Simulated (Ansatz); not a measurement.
# Cu5Ni: the cost of one run

Program: Ansatz 0.2.0. Level of theory: DFT PBE, scalar-relativistic, plane waves, PAW. These are calculated values, not measurements.

1 further run of the same task is left out (it didn't finish). Runs told in other sessions of the task aren't counted.

## (1) The system as given

The structure is hexagonal, space group P-62m (No. 189). Conventional cell: a = 4.409 Å, b = 4.409 Å, c = 4.187 Å, α = 90.00°, β = 90.00°, γ = 120.00°. Around Cu (site symmetry m2m) lie 10 Cu at 2.52 to 2.56 Å and 2 Ni at 2.55 Å. Cu (site symmetry -6) has 3 Ni at 2.55 Å and 9 Cu at 2.55 to 2.56 Å in its first shell of neighbours. Around Ni (site symmetry -62m) lie 12 Cu at 2.55 Å.

Coordinates:

```
Cu Ni
1.0
     4.40945    0.00000    0.00000
    -2.20473    3.81870    0.00000
     0.00000    0.00000    4.18697
Cu Ni
5 1
Direct
  0.32960 0.32960 0.00000
  0.00000 0.67041 0.00000
  0.67041 0.00000 0.00000
  0.66667 0.33333 0.50000
  0.33333 0.66667 0.50000
  0.00000 0.00000 0.50000
```

The start is the relaxed end of an invented cell (made as: elements ordered on the sites of the Tl type, Cu/Ni on Tl (P-62m, No. 189)), taken up again for a closer look.

## (2) A first look at the guess

Contents of input.yaml:

```yaml
crystal:
  lattice:
    - [4.4094511, 0.0, 0.0]
    - [-2.2047255, 3.8186967, 0.0]
    - [0.0, 0.0, 4.1869738]
  atoms:
    - { symbol: Cu, position: [0.329595, 0.329595, 0.0] }
    - { symbol: Cu, position: [0.0, 0.670405, 0.0] }
    - { symbol: Cu, position: [0.670405, 0.0, 0.0] }
    - { symbol: Cu, position: [0.6666667, 0.3333333, 0.5] }
    - { symbol: Cu, position: [0.3333333, 0.6666667, 0.5] }
    - { symbol: Ni, position: [0.0, 0.0, 0.5] }
basis:
  ecutwfc: 420
kpoints:
  mp_grid: { grid: [6, 6, 4] }
hamiltonian:
  xc: pbe
scf:
  occupations: { method: gaussian, width: 0.1 }
  lower_state_search: "off"
output:
  forces: true
  stress: true
  eigenvalues: true
```

On the command line:

```
> ansatz run input.yaml --threads 4 --pin off --max-ram 8192MiB --backend cpu --events-out ev --progress --plain --runs-dir out
```

What time and memory should one allow on 4 threads of Arm Neoverse V1, shared host?

About 2.8 s, with a peak of 0.42 GiB.
